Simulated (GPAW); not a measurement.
Write an ASE script for GPAW 26.7.0 that does the following.

```yaml
Task: relaxation of cell and atoms
Functional: PBEsol
Potentials_or_basis: PAW data sets generated in the run's folder for this functional
Cutoff: 600 eV
Basis: pw
k_mesh: 5 × 5 × 5
Occupations: fermi-dirac, width 0.05 eV
Spin: no spin polarisation
Maxiter: 150
Optimizer: BFGS
Fmax: 0.02 eV/Å
Max_steps: 60
Convergence: density=1e-05 forces=0.0001
```

The structure of TiSi2 lies in POSCAR:

```
TiSi2
1.0
    0.0000000000      4.1175163063      4.2628978354
    2.3895119538      0.0000000000      4.2628978354
    2.3895119538      4.1175163063      0.0000000000
Ti Si
2 4
Direct
    0.7500000000      0.7500000000      0.7500000000
    0.5000000000      0.5000000000      0.5000000000
    0.4125656100      0.0874343900      0.4125656100
    0.0874343900      0.4125656100      0.0874343900
    0.1625656100      0.8374343900      0.1625656100
    0.8374343900      0.1625656100      0.8374343900
```

The cell is a database's computed one.

The input as run:

run.py

```python
from ase.filters import FrechetCellFilter
from ase.io import read, write
from ase.optimize import BFGS
from gpaw import GPAW, PW, setup_paths

setup_paths.insert(0, '.')

atoms = read('POSCAR')

calc = GPAW(mode=PW(600),
            xc='PBEsol',
            kpts={'size': (5, 5, 5), 'gamma': True},
            occupations={'name': 'fermi-dirac', 'width': 0.05},
            nbands=38,
            convergence={'density': 1e-05, 'forces': 0.0001},
            maxiter=150,
            txt='gpaw.txt')
atoms.calc = calc
opt = BFGS(FrechetCellFilter(atoms), trajectory='relax.traj', logfile='-')
done = opt.run(fmax=0.02, steps=60)
calc.write('gs.gpw')
write('result.traj', atoms)
print('Converged:', done)
print('Cell:', atoms.cell.cellpar().round(4))
print('Volume:', round(atoms.get_volume(), 4))
print(atoms.get_scaled_positions().round(5))
```

Potentials or basis: PAW data sets generated in the run's folder for this functional, pw.

Command:

```bash
$ gpaw-setup -f PBEsol Si Ti
$ OMP_NUM_THREADS=1 python run.py
```

Results of the run:

```
Relaxed volume                         : 13.82 Å³/atom
Relaxed cell                           : a = 5.911 Å, b = 4.889 Å, c = 4.726 Å, α = 75.86°, β = 53.32°, γ = 50.83°
Space group after relaxing (to 0.05 Å) : Fddd (No. 70)
Energy gained by relaxing              : 1.0 meV/atom
Ionic steps                            : 5
Pressure after relaxing                : 0.0 GPa
Largest force after relaxing           : 0.004 eV/Å
Band gap on the k mesh                 : none (metal or under the smearing width)
```

Caveat: later steps reuse the first step's grids.

It took 8.4 min on 1 thread of Arm Neoverse V1, with other jobs on the host, peak memory 0.36 GiB.
